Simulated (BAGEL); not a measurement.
# UHF/6-31G(d) (density fitting with qzvpp-jkfit, spherical functions) run of C2HF2O (SMILES O=[C]C(F)F)

What is the electronic atomisation energy of C2HF2O at UHF/6-31G* (density fitting with qzvpp-jkfit, spherical functions)? 

Program for the calculation: BAGEL 1.2.2.

19 further runs of the same task are left out: 2 that didn't finish, 17 set aside as unsound or not needed.

## (1) Starting point

C2HF2O: 6 atoms, total charge 0, spin state doublet. As SMILES, `O=[C]C(F)F`. The coordinates come from a GFN2-xTB relaxation. This is one conformer, not always the lowest.

Bond lengths: O1–C2 1.179 Å, C2–C3 1.508 Å, C3–F4 1.355 Å, C3–F5 1.345 Å, C3–H6 1.106 Å. Angles: O1–C2–C3 130.9°, C2–C3–F4 113.0°, C2–C3–F5 111.6°, F4–C3–F5 106.7°, C2–C3–H6 108.3°, F4–C3–H6 108.7°, F5–C3–H6 108.4°.

## (2) The energy at UHF/6-31G(d) (density fitting with qzvpp-jkfit, spherical functions)

Contents of input.json:

```json
{ "bagel" : [

{
  "title" : "molecule",
  "basis" : "6-31gs.json",
  "df_basis" : "qzvpp-jkfit",
  "angstrom" : "true",
  "geometry" : [
    { "atom" : "O", "xyz" : [       0.874420,      -1.726950,       0.579190 ] },
    { "atom" : "C", "xyz" : [       0.910850,      -0.610640,       0.202210 ] },
    { "atom" : "C", "xyz" : [      -0.196900,       0.371530,      -0.083060 ] },
    { "atom" : "F", "xyz" : [      -1.316320,      -0.218130,      -0.568970 ] },
    { "atom" : "F", "xyz" : [       0.178190,       1.291610,      -0.988950 ] },
    { "atom" : "H", "xyz" : [      -0.450240,       0.892590,       0.859590 ] }
  ]
},

{
  "title" : "uhf",
  "nopen" : 1
},

{
  "title" : "print",
  "file" : "orbitals.molden",
  "orbitals" : "true"
}

]}
```

The basis set 6-31G* is read from a file made from the Basis Set Exchange's data (not shown).

Started as:

```
$ BAGEL_NUM_THREADS=1 BAGEL input.json > input.out
```

What it wrote:

```text
* using 1 threads per process

  ===============================================================
  ===============================================================

  *** Geometry ***

  { "atom" : "O", "xyz" : [      1.652414,     -3.263463,      1.094510 ] },
  { "atom" : "C", "xyz" : [      1.721257,     -1.153942,      0.382122 ] },
  { "atom" : "C", "xyz" : [     -0.372087,      0.702090,     -0.156961 ] },
  { "atom" : "F", "xyz" : [     -2.487484,     -0.412206,     -1.075197 ] },
  { "atom" : "F", "xyz" : [      0.336730,      2.440789,     -1.868845 ] },
  { "atom" : "H", "xyz" : [     -0.850830,      1.686751,      1.624390 ] },

  Number of auxiliary basis functions:      399

  Since a DF basis is specified, we compute 2- and 3-index integrals:
    o Being stored without compression. Storage requirement is 0.017 GB

  Number of basis functions:       72
  Number of electrons      :       39

    * METHOD: MOLECULE                             0.15

  *** Open-shell HF ***

  === Nuclear Repulsion ===
   165.4371985482

      * DIIS with orbital gradients will be used.

  === UHF iteration (6-31gs.json) ===
      0       -349.67168548          0.05747518           0.07
      1       -349.79589360          0.04920682           0.06
      2       -349.86728307          0.03813428           0.07
      3       -349.98377094          0.00228034           0.07
      4       -349.98477364          0.00119790           0.07
      5       -349.98514754          0.00037878           0.06
      6       -349.98528469          0.00020248           0.06
      7       -349.98534998          0.00012506           0.06
      8       -349.98539395          0.00008331           0.07
      9       -349.98542881          0.00004753           0.07
[... 21 lines of this table left out ...]
     31       -349.98546769          0.00000002           0.07
     32       -349.98546769          0.00000001           0.07
     33       -349.98546769          0.00000001           0.07
     34       -349.98546769          0.00000001           0.07
    * SCF iteration converged.

    * S^2 (UHF) is 0.7670

    * Permanent dipole moment:
           (   -0.005488,    -0.636308,    -0.434970) a.u.

    * METHOD: UHF                                  2.39

    * METHOD: PRINT                                0.01

  ===============================================================
```

It took 2.7 s on 1 thread of Arm Neoverse V1, shared host.

## (3) The C atom at the same level

Contents of input.json:

```json
{ "bagel": [

{
  "title": "molecule",
  "basis": "6-31gs.json",
  "df_basis": "qzvpp-jkfit",
  "angstrom": true,
  "geometry": [
    { "atom": "C", "xyz": [    0.000000,    0.000000,    0.000000 ] }
  ]
},
{
  "title": "uhf",
  "nopen": 2
},
{
  "title": "print",
  "file": "orbitals.molden",
  "orbitals": true
}

]}
```

The basis set 6-31G* is read from a file made from the Basis Set Exchange's data (not shown).

Run the same way, it converges to -37.68057 Eh (log not shown).

## (4) The F atom, same level

Contents of hf.json:

```json
{ "bagel": [

{
  "title": "molecule",
  "basis": "6-31gs.json",
  "df_basis": "qzvpp-jkfit",
  "angstrom": "true",
  "geometry": [
    { "atom": "F", "xyz": [    0.000000,    0.000000,    0.000000 ] }
  ]
},
{
  "title": "uhf",
  "nopen": 1
},
{
  "title": "print",
  "file": "orbitals.molden",
  "orbitals": "true"
}

]}
```

The basis set 6-31G* is read from a file made from the Basis Set Exchange's data (not shown).

Run the same way, it converges to -99.36340 Eh (log not shown).

## (5) The H atom

Contents of input.json:

```json
{ "bagel": [

{
  "title": "molecule",
  "basis": "6-31gs.json",
  "df_basis": "qzvpp-jkfit",
  "angstrom": "true",
  "geometry": [
    { "atom": "H", "xyz": [       0.000000,       0.000000,       0.000000 ] }
  ]
},

{
  "title": "uhf",
  "nopen": 1
},

{
  "title": "print",
  "file": "orbitals.molden",
  "orbitals": "true"
}

]}
```

The basis set 6-31G* is read from a file made from the Basis Set Exchange's data (not shown).

Started as:

```
$ BAGEL_NUM_THREADS=1 BAGEL input.json > input.out
```

What it wrote:

```text
* using 1 threads per process

  ===============================================================
  ===============================================================

  *** Geometry ***

  { "atom" : "H", "xyz" : [      0.000000,      0.000000,      0.000000 ] },

  Number of auxiliary basis functions:       18

  Since a DF basis is specified, we compute 2- and 3-index integrals:
    o Being stored without compression. Storage requirement is 0.000 GB

  Number of basis functions:        2
  Number of electrons      :        1

    * METHOD: MOLECULE                             0.01

  *** Open-shell HF ***

  === Nuclear Repulsion ===
     0.0000000000

      * DIIS with orbital gradients will be used.

  === UHF iteration (6-31gs.json) ===
      0         -0.49072816          0.08996690           0.00
      1         -0.49744587          0.02923745           0.00
      2         -0.49815036          0.00947238           0.00
      3         -0.49823291          0.00000000           0.00
    * SCF iteration converged.

    * S^2 (UHF) is 0.7500

    * Permanent dipole moment:
           (    0.000000,     0.000000,     0.000000) a.u.

    * METHOD: UHF                                  0.01

    * METHOD: PRINT                                0.00

  ===============================================================
```

It took 0.14 s on 1 thread of Arm Neoverse V1, shared host.

## (6) The O atom, same level

Contents of calc.json:

```json
{ "bagel" : [

{
  "title" : "molecule",
  "basis" : "6-31gs.json",
  "df_basis" : "qzvpp-jkfit",
  "angstrom" : true,
  "geometry" : [
    { "atom" : "O", "xyz" : [    0.000000,    0.000000,    0.000000 ] }
  ]
},
{
  "title" : "uhf",
  "nopen" : 2
},
{
  "title" : "print",
  "file" : "orbitals.molden",
  "orbitals" : true
}

]}
```

The basis set 6-31G* is read from a file made from the Basis Set Exchange's data (not shown).

Started as:

```
$ BAGEL_NUM_THREADS=1 BAGEL calc.json > calc.out
```

What it wrote:

```text
* using 1 threads per process

  ===============================================================
  ===============================================================

  *** Geometry ***

  { "atom" : "O", "xyz" : [      0.000000,      0.000000,      0.000000 ] },

  Number of auxiliary basis functions:       77

  Since a DF basis is specified, we compute 2- and 3-index integrals:
    o Being stored without compression. Storage requirement is 0.000 GB

  Number of basis functions:       14
  Number of electrons      :        8

    * METHOD: MOLECULE                             0.01

  *** Open-shell HF ***

  === Nuclear Repulsion ===
     0.0000000000

      * DIIS with orbital gradients will be used.

  === UHF iteration (6-31gs.json) ===
      0        -74.77174474          0.01805609           0.00
      1        -74.78177491          0.00548005           0.00
      2        -74.78290854          0.00208081           0.00
      3        -74.78314815          0.00037351           0.00
      4        -74.78316225          0.00011688           0.00
      5        -74.78316393          0.00000400           0.00
      6        -74.78316401          0.00000178           0.00
      7        -74.78316403          0.00000070           0.00
      8        -74.78316403          0.00000004           0.00
      9        -74.78316403          0.00000000           0.00
    * SCF iteration converged.

    * S^2 (UHF) is 2.0055

    * Permanent dipole moment:
           (   -0.000000,    -0.000000,    -0.000000) a.u.

    * METHOD: UHF                                  0.02

    * METHOD: PRINT                                0.00

  ===============================================================
```

Run time: 0.16 s. Hardware: 1 thread of Arm Neoverse V1, shared host.

## (7) Results

Level: UHF/6-31G* (density fitting with qzvpp-jkfit, spherical functions).

| quantity | value |
| --- | --- |
| molecule: total energy | -349.98547 Eh |
| molecule: dipole moment | 1.96 D |
| molecule: ⟨S²⟩ | 0.767 |
| C atom: total energy | -37.68057 Eh |
| C atom: dipole moment | 0.00 D |
| C atom: ⟨S²⟩ | 2.005 |
| F atom: total energy | -99.36340 Eh |
| F atom: dipole moment | 0.00 D |
| F atom: ⟨S²⟩ | 0.753 |
| H atom: total energy | -0.49823 Eh |
| H atom: dipole moment | 0.00 D |
| H atom: ⟨S²⟩ | 0.750 |
| O atom: total energy | -74.78316 Eh |
| O atom: dipole moment | 0.00 D |
| O atom: ⟨S²⟩ | 2.006 |
| electronic atomisation energy | 16.766 eV |

Taking the molecule apart into free atoms costs 16.77 eV (1618 kJ/mol), before zero-point energy and without spin-orbit coupling. Hartree–Fock lacks the correlation of the bonding pairs, which as a rule makes this value much too low; in minimal bases other errors can mask that.
